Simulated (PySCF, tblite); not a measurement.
**C8H11FSi: geometry, infrared bands and NMR shifts**

Aim: predict the infrared bands and NMR shifts of C8H11FSi (`C=CCC#C[C@@]1([SiH3])C[C@H]1F`).

Computed with tblite 0.8.0 and PySCF 2.14.0, with density-fitted response routines of our own, on a single molecule in the gas phase. Atoms count from 0, in the outputs and in this text.

**1. Starting geometry**

21 atoms, charge 0, multiplicity 1; geometry from: force field or distance geometry start.

Bonds of the start (Å): C0–C1 1.34, C1–C2 1.47, C2–C3 1.47, C3–C4 1.22, C4–C5 1.48, C5–Si6 1.85, C5–C7 1.50, C7–C8 1.51, C8–F9 1.39, C8–C5 1.51, C0–H10 1.09, C0–H11 1.11, C1–H12 1.10, C2–H13 1.11, C2–H14 1.11, Si6–H15 1.49, Si6–H16 1.48, Si6–H17 1.48, C7–H18 1.11, C7–H19 1.11, C8–H20 1.12.

**2. Geometry optimisation with GFN2-xTB**

What the job is given:

```
{"job": {"kind": "relax", "xc": "GFN2-xTB", "basis": "xTB"}, "charge": 0, "multiplicity": 1}
C      2.970700     0.848000    -0.017900
C      3.221200    -0.233500    -0.770400
C      2.189500    -1.197900    -1.165100
C      0.884400    -0.749100    -0.650000
C     -0.190000    -0.396200    -0.180300
C     -1.501400     0.042700     0.334900
Si    -1.559200     1.785100     0.961100
C     -2.686800    -0.503100    -0.398300
C     -2.357500    -1.024500     0.977200
F     -1.730100    -2.265900     1.003100
H      3.750300     1.546400     0.273300
H      1.931400     1.063200     0.319000
H      4.246000    -0.456600    -1.087300
H      2.109700    -1.371600    -2.259700
H      2.469300    -2.170200    -0.702200
H     -2.271000     1.801000     2.264600
H     -0.213900     2.388000     1.082700
H     -2.283600     2.588500    -0.050800
H     -2.394800    -1.085100    -1.294000
H     -3.596900     0.124800    -0.482600
H     -2.996300    -0.717300     1.842400
```

The run is started by

```bash
$ OMP_NUM_THREADS=1 python probes_run.py task.json out
```

The driver reads the jobs from task.json and runs them one after another.

**Question.** This job is followed by: GFN2-xTB harmonic vibrations, gas phase; GIAO PBE0/pcSseg-1 NMR shielding, non-relativistic, gas phase. What will the session give for the following? strongest single infrared mode (GFN2-xTB); zero-point energy (GFN2-xTB); 13C shifts against TMS (PBE0/pcSseg-1); 1H shifts against TMS (PBE0/pcSseg-1, means over atoms taken as alike); 29Si shifts against TMS (PBE0/pcSseg-1); 19F shifts against CFCl3 (PBE0/pcSseg-1).

As calculated:

| quantity | value |
| --- | --- |
| strongest single infrared mode (GFN2-xTB) | 788 cm⁻¹, 398 km/mol |
| zero-point energy (GFN2-xTB) | 97.2 kcal/mol |
| 13C shifts against TMS (PBE0/pcSseg-1) | 140.2, 122.8, 90.6, 80.7, 78.0, 26.4, 20.8, 3.2 ppm |
| 1H shifts against TMS (PBE0/pcSseg-1, means over atoms taken as alike) | 6.09, 6.08, 5.65, 4.42, 3.98, 3.15, 3.14, 1.21, 0.80 ppm |
| 29Si shifts against TMS (PBE0/pcSseg-1) | -58.2 ppm |
| 19F shifts against CFCl3 (PBE0/pcSseg-1) | -234.2 ppm |

**Reading.** Over 140 steps the energy fell by 0.502 eV; of the close pairs, C4–C5 changed most, 1.476 to 1.429 Å. No mode is imaginary among the 57: a minimum at this level. The strongest single mode, at 788 cm⁻¹, has its largest shares on H15, H17 and H16 (the list is cut at 3 atoms). Unscaled tight-binding wavenumbers are off by several per cent, some by more. Its intensities can rank the bands wrongly. C1 (alkene CH) lies farthest downfield among carbon, at 140.2 ppm; the olefinic region.
